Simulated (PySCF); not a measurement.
# C₅H₅BO: excited states, first hyperpolarisability

Aim: compute the excited states, first hyperpolarisability of C₅H₅BO (`O=CC1=CC=CB1`).

Programs: PySCF 2.14.0, with routines of our own; each step states its level. All values are computed. Atoms count from 0.

## Step 1: The starting structure

12 atoms, charge 0, multiplicity 1; geometry from: GFN2-xTB.

## Step 2: Geometry optimisation at PBE0-D3(BJ)/def2-SVP

What the job is given:

```
{"job": {"xc": "PBE0", "basis": "def2-SVP", "d3": "d3bj", "grid": 2, "kind": "geom"}, "charge": 0, "multiplicity": 1}
O      2.897708     0.911508    -0.037976
C      2.145807    -0.030802     0.043776
C      0.695794     0.037380     0.007640
C     -0.095949    -1.054058     0.102367
C     -1.523225    -0.697608     0.037678
C     -1.691845     0.625545    -0.099685
B     -0.266060     1.295128    -0.137791
H      2.545412    -1.062295     0.156491
H      0.236350    -2.075573     0.212518
H     -2.296540    -1.447629     0.097624
H     -2.665657     1.081962    -0.165431
H      0.019403     2.415757    -0.243237
```

The run is started by

```sh
$ OMP_NUM_THREADS=1 python excited_run.py task.json out
```

One launch serves the whole session: the jobs run in the order shown.

Log:

```text
step   0  E = -292.98467939  max force = 0.025238
step   1  E = -292.98704350  max force = 0.002857
step   2  E = -292.98703609  max force = 0.002052
step   3  E = -292.98705777  max force = 0.000952
step   4  E = -292.98706097  max force = 0.000578
step   5  E = -292.98706146  max force = 0.000601
step   6  E = -292.98706349  max force = 0.000217
optimisation converged
```

Wall time 39 s (1 thread of Arm Neoverse V1, shared host); peak memory 0.71 GiB.

Relaxation path:

| step | energy from step 0 (eV) | largest force component (eV/Å) |
| --- | --- | --- |
| 0 | 0.0000 | 1.2978 |
| 1 | -0.0643 | 0.1469 |
| 2 | -0.0641 | 0.1055 |
| 3 | -0.0647 | 0.0490 |
| 4 | -0.0648 | 0.0297 |
| 5 | -0.0648 | 0.0309 |
| 6 | -0.0649 | 0.0112 |

Distances of close pairs at the start and the end, largest changes first:

| bond | before (Å) | after (Å) | change (Å) |
| --- | --- | --- | --- |
| B6–H11 | 1.161 | 1.202 | +0.041 |
| C3–C4 | 1.473 | 1.497 | +0.024 |
| C3–H8 | 1.080 | 1.097 | +0.017 |
| C4–H9 | 1.079 | 1.095 | +0.016 |
| C5–H10 | 1.077 | 1.091 | +0.014 |
| C1–H7 | 1.112 | 1.123 | +0.011 |
| C1–C2 | 1.452 | 1.462 | +0.010 |
| C5–B6 | 1.576 | 1.584 | +0.009 |

The end geometry stands in the next job.

| at the end point | value |
| --- | --- |
| point group (found at 0.08 Å tolerance) | Cs |
| rotational constants (GHz, main isotopes) | 7.865, 1.853, 1.500 |
| dipole moment (D) | 4.10 |

## Step 3: Excited states: TDA CAM-B3LYP/def2-TZVPD

What the job is given:

```
{"job": {"kind": "states", "xc": "CAM-B3LYP", "basis": "def2-TZVPD", "tda": true, "soc": true, "nstates": 6, "ntriplets": 5, "nquad": 4}, "charge": 0, "multiplicity": 1}
O      2.823362     0.834350    -0.003069
C      2.089230    -0.122164     0.073271
C      0.629302    -0.056074     0.034246
C     -0.170899    -1.143600     0.124579
C     -1.621489    -0.780782     0.057745
C     -1.798045     0.548895    -0.077721
B     -0.349292     1.189423    -0.110518
H      2.509692    -1.157737     0.183602
H      0.172859    -2.179048     0.234584
H     -2.409096    -1.538816     0.116012
H     -2.780024     1.020095    -0.145487
H     -0.051305     2.349151    -0.220011
```

Method: TDA CAM-B3LYP/def2-TZVPD excited states, vertical, gas phase, spin-orbit mean-field couplings.

Log:

```text
coarse grid: 10704 points
cycle   1  E = -293.3400005171  dE =  1.260e+00  |g| = 8.674e-01  |ddm| = 4.158e+00
cycle   2  E = -293.0094169270  dE =  3.306e-01  |g| = 1.597e+00  |ddm| = 4.610e+00
cycle   3  E = -293.4999926324  dE = -4.906e-01  |g| = 9.664e-02  |ddm| = 3.633e+00
cycle   4  E = -293.5018773612  dE = -1.885e-03  |g| = 6.154e-02  |ddm| = 2.589e-01
cycle   5  E = -293.5027951131  dE = -9.178e-04  |g| = 1.061e-02  |ddm| = 1.151e-01
cycle   6  E = -293.5028301846  dE = -3.507e-05  |g| = 5.809e-03  |ddm| = 3.798e-02
cycle   7  E = -293.5028401134  dE = -9.929e-06  |g| = 2.430e-03  |ddm| = 1.352e-02
final grid: 105320 points
cycle   8  E = -293.4968961941  dE = -3.267e-05  |g| = 5.365e-03  |ddm| = 2.045e-01
cycle   9  E = -293.4968906700  dE =  5.524e-06  |g| = 7.501e-03  |ddm| = 1.844e-02
cycle  10  E = -293.4969036306  dE = -1.296e-05  |g| = 1.017e-03  |ddm| = 8.753e-03
cycle  11  E = -293.4969038444  dE = -2.138e-07  |g| = 3.204e-04  |ddm| = 1.791e-03
cycle  12  E = -293.4969038776  dE = -3.324e-08  |g| = 1.720e-04  |ddm| = 8.758e-04
cycle  13  E = -293.4969038897  dE = -1.211e-08  |g| = 6.102e-05  |ddm| = 3.902e-04
cycle  14  E = -293.4969038938  dE = -4.037e-09  |g| = 2.660e-05  |ddm| = 2.739e-04
cycle  15  E = -293.4969038946  dE = -8.420e-10  |g| = 8.250e-06  |ddm| = 1.277e-04
converged SCF energy = -293.4969038946

Singlet excitations
state   eV       nm        f     d(h-e)  d(exc)  Lambda  PR(NTO)  |dmu|/D   mu/D   main configurations
  1   2.7229   455.3   0.02385   0.404   2.644   0.712   1.026    1.297    5.287   H->L 0.96
  2   3.1538   393.1   0.00003   2.030   3.214   0.307   1.018    5.478    3.336   H-1->L 0.86, H-1->L+1 0.11
  3   4.4502   278.6   0.00015   0.333   2.417   0.523   1.694    0.643    4.009   H-2->L 0.63, H-1->L+1 0.27
  4   4.5853   270.4   0.00114   0.523   2.521   0.518   1.364    1.177    3.760   H-3->L 0.54, H-2->L 0.25, H-1->L+1 0.16
  5   4.7881   258.9   0.00001   1.264   2.868   0.481   1.620                     H-1->L+1 0.40, H-3->L 0.38, H-1->L 0.09
  6   5.7828   214.4   0.20631   1.022   3.185   0.637   1.764                     H->L+1 0.67, H-4->L 0.27

Triplet excitations (Tamm-Dancoff)
state   eV     d(h-e)  d(exc)  Lambda  PR(NTO)   main configurations
  1   1.4546   0.136   2.497   0.715   1.045   H->L 0.96
  2   2.8380   1.705   2.993   0.329   1.033   H-1->L 0.74, H-1->L+1 0.22
  3   3.9018   0.237   2.270   0.698   1.958   H-4->L 0.54, H->L+1 0.28
  4   3.9128   0.313   2.369   0.524   1.458   H-2->L 0.67, H-1->L+1 0.19
  5   4.0695   0.491   2.433   0.518   1.199   H-3->L 0.65, H-2->L 0.20, H-1->L+1 0.08
S1 - T1 = 1.2683 eV

Spin-orbit couplings |<S|Hso|T>| (cm-1)
             T1       T2       T3       T4       T5
S0        0.030   40.240    0.342   24.164   16.614
S1        0.010   10.723    0.056    3.227    1.690
S2       12.720    0.278   13.515    4.822    2.986
S3        4.343    4.427   10.913    0.277    1.174
S4        1.816    1.954    3.558    1.218    0.071
S5        6.695    6.094    3.221    3.713    1.099
S6        0.006    1.240    0.075    5.249    5.819
T1 sublevels (cm-1): 0.000 0.000 0.000   radiative rates (1/s): 0.0242 3.6e-06 9.46e-05
```

Wall time 64 s (1 thread of Arm Neoverse V1, shared host); peak memory 1.2 GiB.

From this job:

| quantity | value |
| --- | --- |
| S1 less T1 | 1.27 eV |

## Step 4: Excited states: TDDFT CAM-B3LYP/def2-TZVPD

Settings changed since step 3:

```diff
@@ -1,2 +1,2 @@
-{"job": {"kind": "states", "xc": "CAM-B3LYP", "basis": "def2-TZVPD", "tda": true, "soc": true, "nstates": 6, "ntriplets": 5, "nquad": 4}, "charge": 0, "multiplicity": 1}
+{"job": {"kind": "states", "xc": "CAM-B3LYP", "basis": "def2-TZVPD", "tpa": true, "nstates": 8, "nquad": 6, "ntriplets": 0}, "charge": 0, "multiplicity": 1}
 O      2.823362     0.834350    -0.003069
```

Level: TDDFT CAM-B3LYP/def2-TZVPD excited states, vertical, gas phase, two-photon moments by quadratic response.

Log:

```text
coarse grid: 10704 points
cycle   1  E = -293.3400005171  dE =  1.260e+00  |g| = 8.674e-01  |ddm| = 4.158e+00
cycle   2  E = -293.0094169270  dE =  3.306e-01  |g| = 1.597e+00  |ddm| = 4.610e+00
cycle   3  E = -293.4999926324  dE = -4.906e-01  |g| = 9.664e-02  |ddm| = 3.633e+00
cycle   4  E = -293.5018773612  dE = -1.885e-03  |g| = 6.154e-02  |ddm| = 2.589e-01
cycle   5  E = -293.5027951131  dE = -9.178e-04  |g| = 1.061e-02  |ddm| = 1.151e-01
cycle   6  E = -293.5028301846  dE = -3.507e-05  |g| = 5.809e-03  |ddm| = 3.798e-02
cycle   7  E = -293.5028401134  dE = -9.929e-06  |g| = 2.430e-03  |ddm| = 1.352e-02
final grid: 105320 points
cycle   8  E = -293.4968961941  dE = -3.267e-05  |g| = 5.365e-03  |ddm| = 2.045e-01
cycle   9  E = -293.4968906700  dE =  5.524e-06  |g| = 7.501e-03  |ddm| = 1.844e-02
cycle  10  E = -293.4969036306  dE = -1.296e-05  |g| = 1.017e-03  |ddm| = 8.753e-03
cycle  11  E = -293.4969038444  dE = -2.138e-07  |g| = 3.204e-04  |ddm| = 1.791e-03
cycle  12  E = -293.4969038776  dE = -3.324e-08  |g| = 1.720e-04  |ddm| = 8.758e-04
cycle  13  E = -293.4969038897  dE = -1.211e-08  |g| = 6.102e-05  |ddm| = 3.902e-04
cycle  14  E = -293.4969038938  dE = -4.037e-09  |g| = 2.660e-05  |ddm| = 2.739e-04
cycle  15  E = -293.4969038946  dE = -8.420e-10  |g| = 8.250e-06  |ddm| = 1.277e-04
converged SCF energy = -293.4969038946

Singlet excitations
state   eV       nm        f     d(h-e)  d(exc)  Lambda  PR(NTO)  |dmu|/D   mu/D   delta(TPA)   sigma/GM   main configurations
  1   2.5358   488.9   0.01640   0.404   2.636   0.709   1.045    1.154    5.165        0.82      0.002   H->L 0.98
  2   3.1372   395.2   0.00003   2.041   3.222   0.306   1.018    5.456    3.304        0.15      0.001   H-1->L 0.86, H-1->L+1 0.11
  3   4.4181   280.6   0.00015   0.332   2.426   0.523   1.674    0.662    3.992        0.76      0.005   H-2->L 0.63, H-1->L+1 0.27
  4   4.5564   272.1   0.00140   0.528   2.528   0.519   1.337    1.186    3.786        0.97      0.007   H-3->L 0.55, H-2->L 0.25, H-1->L+1 0.15
  5   4.7725   259.8   0.00002   1.305   2.893   0.478   1.602    3.074    2.809        0.01      0.000   H-1->L+1 0.41, H-3->L 0.36, H-1->L 0.10
  6   5.6954   217.7   0.19429   1.044   3.175   0.623   1.644    2.908    7.090     1017.97     12.097   H->L+1 0.76, H-4->L 0.20
  7   6.1586   201.3   0.00001   0.585   2.586   0.527   1.035                                            H-5->L 0.95
  8   6.2504   198.4   0.30482   0.345   2.872   0.701   1.950                                            H-4->L 0.68, H->L+1 0.19
```

Run time: 81 s. Hardware: 1 thread of Arm Neoverse V1, shared host; peak memory 1.2 GiB.

## Step 5: First hyperpolarisability: quadratic response CAM-B3LYP/def2-TZVPD

Settings changed since step 4:

```diff
@@ -1,2 +1,2 @@
-{"job": {"kind": "states", "xc": "CAM-B3LYP", "basis": "def2-TZVPD", "tpa": true, "nstates": 8, "nquad": 6, "ntriplets": 0}, "charge": 0, "multiplicity": 1}
+{"job": {"kind": "beta", "xc": "CAM-B3LYP", "basis": "def2-TZVPD"}, "charge": 0, "multiplicity": 1}
 O      2.823362     0.834350    -0.003069
```

Level: quadratic response CAM-B3LYP/def2-TZVPD first hyperpolarisability, Taylor convention, gas phase.

Log:

```text
coarse grid: 10704 points
cycle   1  E = -293.3400005171  dE =  1.260e+00  |g| = 8.674e-01  |ddm| = 4.158e+00
cycle   2  E = -293.0094169270  dE =  3.306e-01  |g| = 1.597e+00  |ddm| = 4.610e+00
cycle   3  E = -293.4999926324  dE = -4.906e-01  |g| = 9.664e-02  |ddm| = 3.633e+00
cycle   4  E = -293.5018773612  dE = -1.885e-03  |g| = 6.154e-02  |ddm| = 2.589e-01
cycle   5  E = -293.5027951131  dE = -9.178e-04  |g| = 1.061e-02  |ddm| = 1.151e-01
cycle   6  E = -293.5028301846  dE = -3.507e-05  |g| = 5.809e-03  |ddm| = 3.798e-02
cycle   7  E = -293.5028401134  dE = -9.929e-06  |g| = 2.430e-03  |ddm| = 1.352e-02
final grid: 105320 points
cycle   8  E = -293.4968961941  dE = -3.267e-05  |g| = 5.365e-03  |ddm| = 2.045e-01
cycle   9  E = -293.4968906700  dE =  5.524e-06  |g| = 7.501e-03  |ddm| = 1.844e-02
cycle  10  E = -293.4969036306  dE = -1.296e-05  |g| = 1.017e-03  |ddm| = 8.753e-03
cycle  11  E = -293.4969038444  dE = -2.138e-07  |g| = 3.204e-04  |ddm| = 1.791e-03
cycle  12  E = -293.4969038776  dE = -3.324e-08  |g| = 1.720e-04  |ddm| = 8.758e-04
cycle  13  E = -293.4969038897  dE = -1.211e-08  |g| = 6.102e-05  |ddm| = 3.902e-04
cycle  14  E = -293.4969038938  dE = -4.037e-09  |g| = 2.660e-05  |ddm| = 2.739e-04
cycle  15  E = -293.4969038946  dE = -8.420e-10  |g| = 8.250e-06  |ddm| = 1.277e-04
converged SCF energy = -293.4969038946

Lowest singlets (eV, f): 2.5358 0.0164  3.1372 0.0000  4.4181 0.0001

First hyperpolarisability (au)
process     nm      |vector|   parallel      HRS      DR
static         -      323.82     111.37     142.22   4.192
shg       1907.0      362.64     125.26     158.53   4.298
eope      1907.0      335.85     115.71          -       -
eope      1064.0      365.54     126.36          -       -
```

Run time: 58 s. Hardware: 1 thread of Arm Neoverse V1, shared host; peak memory 1.2 GiB.

Warnings kept with the result: second harmonic within 0.3 eV of the first excitation or beyond it: left out.

## Step 6: Excited states: TDA CAM-B3LYP/def2-TZVPD in cyclohexane

Settings changed since step 5:

```diff
@@ -1,2 +1,2 @@
-{"job": {"kind": "beta", "xc": "CAM-B3LYP", "basis": "def2-TZVPD"}, "charge": 0, "multiplicity": 1}
+{"job": {"kind": "states", "xc": "CAM-B3LYP", "basis": "def2-TZVPD", "tda": true, "soc": true, "nstates": 6, "ntriplets": 5, "nquad": 4, "solvent": "cyclohexane"}, "charge": 0, "multiplicity": 1}
 O      2.823362     0.834350    -0.003069
```

Method: TDA CAM-B3LYP/def2-TZVPD excited states, vertical, IEF-PCM cyclohexane (non-equilibrium response), spin-orbit mean-field couplings.

Log:

```text
coarse grid: 10704 points
cycle   1  E = -293.3550377652  dE =  1.245e+00  |g| = 8.488e-01  |ddm| = 4.157e+00
cycle   2  E = -293.1043690899  dE =  2.507e-01  |g| = 1.466e+00  |ddm| = 3.376e+00
cycle   3  E = -293.5045378848  dE = -4.002e-01  |g| = 8.980e-02  |ddm| = 2.377e+00
cycle   4  E = -293.5061540717  dE = -1.616e-03  |g| = 5.624e-02  |ddm| = 2.231e-01
cycle   5  E = -293.5069039513  dE = -7.499e-04  |g| = 1.103e-02  |ddm| = 9.774e-02
cycle   6  E = -293.5069377850  dE = -3.383e-05  |g| = 5.841e-03  |ddm| = 2.939e-02
cycle   7  E = -293.5069489777  dE = -1.119e-05  |g| = 2.070e-03  |ddm| = 1.320e-02
cycle   8  E = -293.5069510458  dE = -2.068e-06  |g| = 6.515e-04  |ddm| = 8.063e-03
final grid: 105320 points
cycle   9  E = -293.5009937879  dE = -3.427e-05  |g| = 3.662e-03  |ddm| = 2.032e-01
cycle  10  E = -293.5009938174  dE = -2.954e-08  |g| = 3.930e-03  |ddm| = 1.639e-02
cycle  11  E = -293.5009969691  dE = -3.152e-06  |g| = 1.007e-03  |ddm| = 4.943e-03
cycle  12  E = -293.5009971427  dE = -1.736e-07  |g| = 2.106e-04  |ddm| = 1.319e-03
cycle  13  E = -293.5009971573  dE = -1.459e-08  |g| = 6.625e-05  |ddm| = 6.968e-04
cycle  14  E = -293.5009971597  dE = -2.400e-09  |g| = 3.082e-05  |ddm| = 1.891e-04
cycle  15  E = -293.5009971607  dE = -1.006e-09  |g| = 1.755e-05  |ddm| = 1.046e-04
cycle  16  E = -293.5009971610  dE = -3.014e-10  |g| = 7.241e-06  |ddm| = 7.091e-05
converged SCF energy = -293.5009971610

Singlet excitations
state   eV       nm        f     d(h-e)  d(exc)  Lambda  PR(NTO)  |dmu|/D   mu/D   main configurations
  1   2.6942   460.2   0.02918   0.379   2.642   0.712   1.025    1.398    6.069   H->L 0.96
  2   3.2899   376.9   0.00005   1.945   3.171   0.316   1.022    5.916    3.577   H-1->L 0.85, H-1->L+1 0.12
  3   4.4623   277.8   0.00006   0.219   2.412   0.532   1.467    0.108    5.000   H-2->L 0.74, H-1->L+1 0.18
  4   4.6014   269.4   0.00129   0.547   2.502   0.513   1.418    1.462    3.931   H-3->L 0.61, H-1->L+1 0.18, H-2->L 0.17
  5   4.8649   254.9   0.00000   1.356   2.918   0.472   1.558                     H-1->L+1 0.47, H-3->L 0.31, H-1->L 0.11
  6   5.6571   219.2   0.33020   1.246   3.186   0.612   1.459                     H->L+1 0.79, H-4->L 0.16

Triplet excitations (Tamm-Dancoff)
state   eV     d(h-e)  d(exc)  Lambda  PR(NTO)   main configurations
  1   1.4735   0.126   2.497   0.714   1.044   H->L 0.96
  2   2.9725   1.635   2.957   0.338   1.041   H-1->L 0.73, H-1->L+1 0.23
  3   3.9002   0.271   2.282   0.705   1.970   H-4->L 0.54, H->L+1 0.29
  4   3.9321   0.228   2.354   0.529   1.364   H-2->L 0.73, H-1->L+1 0.15
  5   4.0884   0.482   2.427   0.512   1.251   H-3->L 0.66, H-2->L 0.16, H-1->L+1 0.10
S1 - T1 = 1.2207 eV

Spin-orbit couplings |<S|Hso|T>| (cm-1)
             T1       T2       T3       T4       T5
S0        0.027   39.776    0.118   21.350   18.653
S1        0.006   10.450    0.028    3.774    1.360
S2       12.237    0.249   12.865    4.422    3.611
S3        4.673    4.194   10.004    0.216    1.049
S4        2.250    3.009    4.915    1.378    0.044
S5        6.725    5.690    3.710    3.387    1.689
S6        0.006    4.781    0.032    4.999    6.043
T1 sublevels (cm-1): 0.000 0.001 0.001   radiative rates (1/s): 0.0226 2.49e-06 7.99e-05
```

Run time: 66 s. Hardware: 1 thread of Arm Neoverse V1, shared host; peak memory 1.2 GiB.

From this job:

| quantity | value |
| --- | --- |
| S1 less T1 | 1.22 eV |

## Step 7: Outcome

| quantity | value |
| --- | --- |
| point group | Cs |
| rotational constants (main isotopes) | 7.87, 1.85, 1.50 GHz |
| S1 less T1 (step 3, TDA CAM-B3LYP/def2-TZVPD) | 1.27 eV |
| β vector (step 5, quadratic response CAM-B3LYP/def2-TZVPD) | static 324, SHG 1907.0 nm 363 au |
| S1 less T1 (step 6, TDA CAM-B3LYP/def2-TZVPD in cyclohexane) | 1.22 eV |

The optimisation took 6 steps and gained 0.065 eV; among the close pairs (by a distance rule), B6–H11 changed most, from 1.161 to 1.202 Å. In step 3, the number of triplets below S1 is 1, and the largest singlet-triplet spin-orbit coupling is S0–T2, 40.24 cm⁻¹. β grows from 324 au (static) to 363 au for doubling at 1907.0 nm: normal dispersion, which grows as twice the photon energy moves toward the bright states. In step 6, the number of triplets below S1 is 1, and the largest singlet-triplet spin-orbit coupling is S0–T2, 39.78 cm⁻¹.
